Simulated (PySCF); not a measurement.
**C₃H₁₁AsBN: geometry, NMR shifts, spin-spin couplings and electronic excitations**

Aim: predict the NMR shifts, spin-spin couplings and electronic excitations of C₃H₁₁AsBN (`CCN(C)B[AsH2]`).

The runs use PySCF 2.14.0, with density-fitted response routines of our own; the level of theory stands in each step. All values are computed, except where a source is named. Atoms count from 0, in the outputs and in this text.

### Step 1. The molecule as given

17 atoms, charge 0, multiplicity 1; geometry from: GFN2-xTB.

Bonds of the start (Å): C0–C1 1.53, C1–N2 1.45, N2–C3 1.45, N2–B4 1.38, B4–As5 2.02, C0–H6 1.09, C0–H7 1.09, C0–H8 1.09, C1–H9 1.10, C1–H10 1.10, C3–H11 1.09, C3–H12 1.09, C3–H13 1.09, B4–H14 1.18, As5–H15 1.51, As5–H16 1.50.

### Step 2. Optimising the geometry at PBE0-D3(BJ)/def2-SVP

Job settings and geometry (Å):

```
{"job": {"xc": "PBE0", "basis": "def2-SVP", "d3": "d3bj", "grid": 1, "kind": "geom"}, "charge": 0, "multiplicity": 1}
C     -1.680277     0.799207    -0.641292
C     -0.909961     0.182144     0.524187
N      0.257267    -0.556342     0.075344
C     -0.031668    -1.951883    -0.179374
B      1.489865     0.023104    -0.156739
As     1.854450     1.995433     0.114155
H     -1.036841     1.494187    -1.180732
H     -2.548533     1.339502    -0.273548
H     -2.017947     0.030928    -1.333324
H     -0.585977     0.983460     1.197897
H     -1.566349    -0.489409     1.087813
H      0.856770    -2.452147    -0.555254
H     -0.828995    -2.054280    -0.921086
H     -0.352978    -2.452248     0.739919
H      2.334777    -0.673106    -0.593617
H      1.470686     2.004333     1.574278
H      3.288714     1.789146     0.511462
```

**Question.** This job is followed by: GIAO PBE0/pcSseg-1 NMR shielding, non-relativistic, gas phase; B3LYP/pcJ-1 As:pcSseg-1 indirect spin-spin coupling, non-relativistic, gas phase; TDDFT B3LYP/def2-SVPD, vertical, gas phase, core orbitals frozen in the response; GIAO mPW1PW91/pcSseg-1 NMR shielding, non-relativistic, gas phase. What will the session give for the following? point group; rotational constants (main isotopes); 13C shifts against TMS (PBE0/pcSseg-1); 1H shifts against TMS (PBE0/pcSseg-1, means over atoms taken as alike); 15N shifts against NH3 (PBE0/pcSseg-1); 11B shifts against BF3·OEt2 (PBE0/pcSseg-1); 75As shifts against AsH3 (PBE0/pcSseg-1); largest coupling of the table (B3LYP/pcSseg-1+pcJ-1); lowest singlet (B3LYP/def2-SVPD); brightest single state of those computed; lowest triplet; vertical ionisation energy (ΔSCF); range of the shift of As5.

The runs gave:

| quantity | value |
| --- | --- |
| point group | C1 |
| rotational constants (main isotopes) | 3.82, 1.12, 0.93 GHz |
| 13C shifts against TMS (PBE0/pcSseg-1) | 49.8, 46.3, 15.0 ppm |
| 1H shifts against TMS (PBE0/pcSseg-1, means over atoms taken as alike) | 5.91, 3.07, 3.02, 2.34, 1.10 ppm |
| 15N shifts against NH3 (PBE0/pcSseg-1) | 157.3 ppm |
| 11B shifts against BF3·OEt2 (PBE0/pcSseg-1) | 48.5 ppm |
| 75As shifts against AsH3 (PBE0/pcSseg-1) | 63 ppm |
| largest coupling of the table (B3LYP/pcSseg-1+pcJ-1) | 1J(B,H) B4–H14, 148.7 Hz |
| lowest singlet (B3LYP/def2-SVPD) | 5.40 eV (230 nm), f = 0.067 |
| brightest single state of those computed | state 4, 6.38 eV, f = 0.197 |
| lowest triplet | 4.65 eV |
| vertical ionisation energy (ΔSCF) | 8.63 eV |
| range of the shift of As5 | 60 to 63 ppm |

In words: The optimisation took 8 steps and gained 0.073 eV; among the close pairs (by a distance rule), B4–H14 changed most, from 1.179 to 1.211 Å. No frequency check was run at this level, so the end point may be a saddle. C1 (sp3 CH2 bonded to N) lies farthest downfield among carbon, at 49.8 ppm; deshielded by the electronegative neighbour. At PBE0/pcSseg-1: Shielding is most anisotropic at N2 (span 245 ppm, paramagnetic term -216 ppm). Of the pairs tabulated at B3LYP/pcSseg-1+pcJ-1, B4–H14 couples most strongly (148.7 Hz; Fermi contact 148.3 Hz). Couplings across rotatable bonds belong to this one conformer; where others are populated, the observed values are averages. The first singlet state (HOMO→LUMO 0.92) lies at 5.40 eV and is bright; of the 10 states computed, the strongest absorption comes from state 4 at 6.38 eV. The lowest triplet lies 0.75 eV below the lowest singlet (triplets in Tamm-Dancoff, singlets in full TDDFT). ΔSCF puts the ionisation energy at 8.63 eV, 2.08 eV above −ε(HOMO). In ppm, As5 moves most: its shift spreads over 3 ppm, from 60 (mPW1PW91/pcSseg-1) to 63 (PBE0/pcSseg-1). Spin-orbit coupling is left out, which matters for shieldings and couplings at and beside the heavy atoms.
